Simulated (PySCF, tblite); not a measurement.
**C7H17NSi: geometry, infrared bands and NMR shifts**

Aim: predict the infrared bands and NMR shifts of C7H17NSi (`CC(C)(C)[C@H]1CN[SiH2]C1`).

The runs use tblite 0.8.0 and PySCF 2.14.0, with density-fitted response routines of our own; the level of theory stands in each step. All values are computed, except where a source is named. Atoms are numbered from 0 throughout.

### Step 1. Starting geometry

26 atoms, charge 0, multiplicity 1; geometry from: force field or distance geometry start.

Bonds of the start (Å): C0–C1 1.53, C1–C2 1.54, C1–C3 1.54, C1–C4 1.56, C4–C5 1.55, C5–N6 1.48, N6–Si7 1.72, Si7–C8 1.91, C8–C4 1.56, C0–H9 1.10, C0–H10 1.09, C0–H11 1.11, C2–H12 1.11, C2–H13 1.09, C2–H14 1.10, C3–H15 1.10, C3–H16 1.10, C3–H17 1.09, C4–H18 1.11, C5–H19 1.09, C5–H20 1.10, N6–H21 1.02, Si7–H22 1.49, Si7–H23 1.48, C8–H24 1.09, C8–H25 1.10.

### Step 2. Relaxing the molecule with GFN2-xTB

Job settings and geometry (Å):

```
{"job": {"kind": "relax", "xc": "GFN2-xTB", "basis": "xTB"}, "charge": 0, "multiplicity": 1}
C     -1.936300     1.194300    -0.500400
C     -1.153800    -0.080800    -0.189400
C     -1.606100    -1.191100    -1.150000
C     -1.506300    -0.517600     1.244000
C      0.377300     0.177600    -0.371200
C      0.973400     1.299800     0.515300
N      2.443400     1.246900     0.346000
Si     3.041500    -0.344700     0.055600
C      1.296800    -1.073400    -0.192200
H     -1.729100     1.997100     0.218200
H     -1.715900     1.564600    -1.506400
H     -3.028600     1.010700    -0.454500
H     -2.705700    -1.330400    -1.087800
H     -1.145000    -2.152700    -0.928000
H     -1.372100    -0.921000    -2.187400
H     -2.585500    -0.707800     1.357700
H     -0.997700    -1.449100     1.538600
H     -1.250600     0.235100     1.991000
H      0.510000     0.515200    -1.416000
H      0.617400     2.291200     0.232200
H      0.727700     1.145600     1.577300
H      2.904800     1.658100     1.157200
H      3.694400    -0.830900     1.297600
H      3.850100    -0.344700    -1.178900
H      1.256800    -1.726100    -1.061200
H      1.018100    -1.643200     0.705900
```

Started as:

```bash
$ OMP_NUM_THREADS=1 python probes_run.py task.json out
```

The driver reads the jobs from task.json and runs them one after another.

**Question.** This job is followed by: GFN2-xTB harmonic vibrations, gas phase; GIAO PBE0/pcSseg-1 NMR shielding, non-relativistic, gas phase. Predict these results of the whole session: strongest single infrared mode (GFN2-xTB); zero-point energy (GFN2-xTB); ¹³C shifts against TMS (PBE0/pcSseg-1, means over atoms taken as alike); ¹H shifts against TMS (PBE0/pcSseg-1, means over atoms taken as alike); ¹⁵N shifts against NH3 (PBE0/pcSseg-1); ²⁹Si shifts against TMS (PBE0/pcSseg-1).

As calculated:

```
                                                               quantity                                                      value
                              strongest single infrared mode (GFN2-xTB)                                      2187 cm⁻¹, 467 km/mol
                                           zero-point energy (GFN2-xTB)                                             142.2 kcal/mol
¹³C shifts against TMS (PBE0/pcSseg-1, means over atoms taken as alike)                           52.0, 50.9, 34.4, 29.7, 11.3 ppm
 ¹H shifts against TMS (PBE0/pcSseg-1, means over atoms taken as alike)  5.01, 4.97, 3.39, 2.94, 1.67, 0.97, 0.93, 0.81, -0.12 ppm
                                 ¹⁵N shifts against NH3 (PBE0/pcSseg-1)                                                   21.8 ppm
                                ²⁹Si shifts against TMS (PBE0/pcSseg-1)                                                  -25.2 ppm
```

Relaxing lowered the energy by 0.249 eV in 53 steps; the close pair that moved most is C5–N6, from 1.481 to 1.450 Å. No mode is imaginary among the 72: a minimum at this level. The strongest single mode, at 2187 cm⁻¹, moves mainly H22. GFN2-xTB is a fitted tight-binding method: band positions and strengths are rough. Its intensities can rank the bands wrongly. At PBE0/pcSseg-1: The largest span, 119 ppm, is at N6, where the paramagnetic term is -76 ppm.
